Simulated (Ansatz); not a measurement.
Born–Oppenheimer molecular dynamics of a periodic cell of 16 atoms, WC (start crystal WC, start structure P-6m2, volume 1.05 times the crystal's). It starts from an unrelaxed structure (largest force component 0.06 eV/Å).

Level of theory: DFT LDA, scalar-relativistic, plane waves, PAW (Ansatz). Settings: accuracy low, PAW set soft_1, cutoff 420 eV, k mesh 2x2x2, fermi-dirac smearing 0.36 eV, no spin polarisation.

```yaml
ensemble: NVT, Langevin thermostat
time_step: 0.75 fs
steps_asked: 250
set_temperature: 4200 K
friction: 0.02 /fs
seed: 123619
```

Frames 15 fs apart, positions in Å.

Velocities at 0.0 fs (Å/ps):

```
W 1.35 6.67 1.14
C -17.47 10.15 -1.20
W -6.31 -1.51 4.23
C 15.90 -23.11 -17.40
W 0.74 -5.54 -3.80
C -1.83 3.41 8.55
W 1.76 3.94 -2.09
C -17.95 16.39 16.64
W 5.79 -3.32 5.47
C -24.12 -8.50 -36.92
W 2.75 -1.74 0.36
C 8.00 -16.23 11.16
W 0.10 0.82 -1.53
C -23.99 -2.60 -3.82
W 0.10 0.10 0.21
C -34.77 29.34 -37.97
```

```xyz
16
Lattice="-2.9008 -5.0243 0.0000 4.3511 -2.5121 0.0000 0.0000 0.0000 5.6941" Properties=species:S:1:pos:R:3 time_fs=0.0 energy_less_start_eV=0.000 T=3938
W 0.000 -5.024 0.000
C 1.450 -4.187 1.423
W 0.000 -5.024 2.847
C 1.450 -4.187 4.271
W -1.450 -2.512 0.000
C 0.000 -1.675 1.423
W -1.450 -2.512 2.847
C 0.000 -1.675 4.271
W 1.450 -2.512 0.000
C 2.901 -1.675 1.423
W 1.450 -2.512 2.847
C 2.901 -1.675 4.271
W 0.000 0.000 0.000
C -1.450 -4.187 1.423
W 0.000 0.000 2.847
C -1.450 -4.187 4.271
16
Lattice="-2.9008 -5.0243 0.0000 4.3511 -2.5121 0.0000 0.0000 0.0000 5.6941" Properties=species:S:1:pos:R:3 time_fs=15.0 energy_less_start_eV=5.258 T=2218
W 0.034 -4.920 -0.027
C 1.304 -4.047 1.398
W -0.024 -4.995 2.881
C 1.603 -4.324 4.188
W -1.507 -2.584 -0.047
C -0.195 -1.648 1.400
W -1.428 -2.443 2.858
C -0.159 -1.565 4.436
W 1.548 -2.568 0.065
C 2.818 -1.697 1.183
W 1.415 -2.521 2.846
C 3.018 -1.632 4.375
W -0.010 -0.011 -0.017
C -1.670 -4.207 1.444
W -0.001 0.014 2.853
C -1.741 -3.910 4.071
16
Lattice="-2.9008 -5.0243 0.0000 4.3511 -2.5121 0.0000 0.0000 0.0000 5.6941" Properties=species:S:1:pos:R:3 time_fs=30.0 energy_less_start_eV=4.911 T=2992
W 0.109 -4.821 -0.011
C 1.304 -4.182 1.510
W -0.031 -4.954 2.939
C 1.428 -3.957 4.394
W -1.609 -2.597 -0.067
C -0.044 -1.653 1.180
W -1.405 -2.380 2.841
C -0.075 -1.710 4.285
W 1.592 -2.638 0.093
C 3.058 -1.489 1.580
W 1.361 -2.522 2.846
C 2.801 -1.619 4.117
W -0.048 0.031 -0.052
C -1.402 -4.208 1.352
W 0.003 0.056 2.820
C -1.411 -4.310 4.361
16
Lattice="-2.9008 -5.0243 0.0000 4.3511 -2.5121 0.0000 0.0000 0.0000 5.6941" Properties=species:S:1:pos:R:3 time_fs=45.0 energy_less_start_eV=6.270 T=3639
W 0.133 -4.773 0.041
C 1.531 -4.284 1.538
W -0.066 -4.956 2.967
C 1.327 -4.024 4.234
W -1.635 -2.571 -0.033
C 0.055 -1.679 1.304
W -1.339 -2.315 2.807
C 0.123 -1.569 4.233
W 1.634 -2.655 0.061
C 3.087 -1.572 1.544
W 1.337 -2.458 2.883
C 2.676 -1.578 4.221
W -0.126 0.019 -0.061
C -1.337 -4.106 1.325
W 0.022 0.080 2.770
C -1.357 -4.381 4.365
16
Lattice="-2.9008 -5.0243 0.0000 4.3511 -2.5121 0.0000 0.0000 0.0000 5.6941" Properties=species:S:1:pos:R:3 time_fs=60.0 energy_less_start_eV=9.569 T=3117
W 0.206 -4.782 0.047
C 1.581 -4.027 1.416
W -0.098 -4.972 2.948
C 1.583 -4.277 4.096
W -1.590 -2.543 0.010
C 0.000 -1.583 1.382
W -1.244 -2.301 2.804
C 0.254 -1.518 4.097
W 1.602 -2.635 -0.021
C 2.641 -1.694 1.288
W 1.374 -2.382 2.939
C 2.802 -1.648 4.507
W -0.150 0.007 -0.041
C -1.308 -3.946 1.513
W -0.019 0.045 2.706
C -1.946 -3.858 4.116
16
Lattice="-2.9008 -5.0243 0.0000 4.3511 -2.5121 0.0000 0.0000 0.0000 5.6941" Properties=species:S:1:pos:R:3 time_fs=75.0 energy_less_start_eV=9.022 T=3747
W 0.240 -4.839 0.097
C 1.320 -3.993 1.704
W -0.090 -4.964 2.924
C 1.564 -4.203 4.213
W -1.564 -2.484 0.020
C 0.157 -1.493 1.397
W -1.202 -2.342 2.794
C -0.085 -1.602 4.490
W 1.447 -2.575 -0.116
C 2.902 -1.700 1.408
W 1.510 -2.390 2.964
C 3.035 -1.649 4.137
W -0.153 0.042 -0.147
C -1.415 -4.088 1.666
W -0.093 0.006 2.645
C -2.079 -3.738 4.161
16
Lattice="-2.9008 -5.0243 0.0000 4.3511 -2.5121 0.0000 0.0000 0.0000 5.6941" Properties=species:S:1:pos:R:3 time_fs=90.0 energy_less_start_eV=9.212 T=4497
W 0.265 -4.948 0.147
C 1.462 -4.336 1.774
W -0.071 -4.902 2.976
C 1.271 -4.115 4.308
W -1.549 -2.415 -0.024
C 0.104 -1.827 1.371
W -1.166 -2.435 2.769
C -0.235 -1.846 4.370
W 1.384 -2.494 -0.141
C 3.033 -1.539 1.367
W 1.675 -2.383 2.928
C 3.034 -1.599 3.998
W -0.164 0.155 -0.245
C -1.447 -4.193 1.377
W -0.108 0.001 2.693
C -1.648 -4.086 4.206
16
Lattice="-2.9008 -5.0243 0.0000 4.3511 -2.5121 0.0000 0.0000 0.0000 5.6941" Properties=species:S:1:pos:R:3 time_fs=105.0 energy_less_start_eV=10.132 T=3881
W 0.253 -5.049 0.150
C 1.798 -4.349 1.578
W -0.037 -4.857 2.983
C 1.319 -4.003 4.385
W -1.514 -2.399 -0.026
C -0.038 -1.830 1.290
W -1.143 -2.498 2.779
C 0.187 -1.386 4.070
W 1.368 -2.379 -0.119
C 2.842 -1.508 1.429
W 1.768 -2.356 2.880
C 2.896 -1.423 4.311
W -0.112 0.264 -0.215
C -1.433 -4.132 1.187
W -0.076 -0.011 2.808
C -1.169 -4.284 4.318
16
Lattice="-2.9008 -5.0243 0.0000 4.3511 -2.5121 0.0000 0.0000 0.0000 5.6941" Properties=species:S:1:pos:R:3 time_fs=120.0 energy_less_start_eV=7.374 T=5398
W 0.213 -5.034 0.081
C 1.615 -3.957 1.482
W 0.046 -4.893 2.921
C 1.732 -3.972 4.455
W -1.461 -2.412 -0.002
C 0.024 -1.458 1.237
W -1.103 -2.455 2.844
C 0.353 -1.382 4.269
W 1.378 -2.197 -0.080
C 2.998 -1.650 1.469
W 1.783 -2.355 2.882
C 3.066 -1.506 4.313
W 0.023 0.309 -0.155
C -1.457 -4.138 1.580
W 0.018 -0.056 2.833
C -1.290 -4.060 4.565
16
Lattice="-2.9008 -5.0243 0.0000 4.3511 -2.5121 0.0000 0.0000 0.0000 5.6941" Properties=species:S:1:pos:R:3 time_fs=135.0 energy_less_start_eV=7.570 T=4130
W 0.157 -4.977 0.040
C 1.308 -3.756 1.487
W 0.127 -4.962 2.841
C 1.792 -4.282 3.975
W -1.407 -2.416 0.062
C 0.107 -1.277 1.370
W -1.101 -2.384 2.935
C 0.050 -1.570 4.340
W 1.399 -2.111 0.042
C 3.285 -1.492 1.442
W 1.694 -2.382 2.919
C 3.258 -1.591 4.141
W 0.220 0.289 -0.030
C -1.331 -4.021 1.711
W 0.121 -0.033 2.822
C -1.260 -3.888 4.217
16
Lattice="-2.9008 -5.0243 0.0000 4.3511 -2.5121 0.0000 0.0000 0.0000 5.6941" Properties=species:S:1:pos:R:3 time_fs=150.0 energy_less_start_eV=7.106 T=4786
W 0.068 -4.904 0.059
C 1.263 -4.080 1.300
W 0.191 -4.971 2.808
C 1.439 -4.027 4.044
W -1.340 -2.466 0.101
C 0.303 -1.508 1.443
W -1.122 -2.352 3.011
C 0.187 -1.477 4.231
W 1.427 -2.169 0.109
C 3.078 -1.495 1.430
W 1.516 -2.392 2.900
C 3.080 -1.676 4.368
W 0.374 0.208 0.064
C -1.140 -4.175 1.440
W 0.160 0.074 2.835
C -1.031 -4.138 4.232
16
Lattice="-2.9008 -5.0243 0.0000 4.3511 -2.5121 0.0000 0.0000 0.0000 5.6941" Properties=species:S:1:pos:R:3 time_fs=165.0 energy_less_start_eV=9.959 T=4643
W 0.050 -4.854 0.063
C 1.963 -4.127 1.487
W 0.254 -5.003 2.792
C 1.368 -3.771 4.669
W -1.260 -2.481 0.142
C -0.119 -1.398 1.669
W -1.192 -2.335 2.995
C 0.535 -1.269 4.352
W 1.429 -2.314 0.150
C 3.050 -1.760 1.404
W 1.404 -2.422 2.859
C 2.861 -1.494 4.350
W 0.431 0.105 0.174
C -1.223 -3.920 1.478
W 0.173 0.188 2.848
C -1.293 -4.205 4.349
```

Of the whole run (188 fs, mean temperature of the second half 4422 K): A run of 0.19 ps of so small a system gives no equilibrium averages. Limits of this set-up: coarse k mesh, PAW files made for another functional, low accuracy level.

Run time: 9.4 min on 1 thread of Intel(R) Xeon(R) 6975P-C (Granite Rapids) (shared host), peak memory 0.59 GiB.
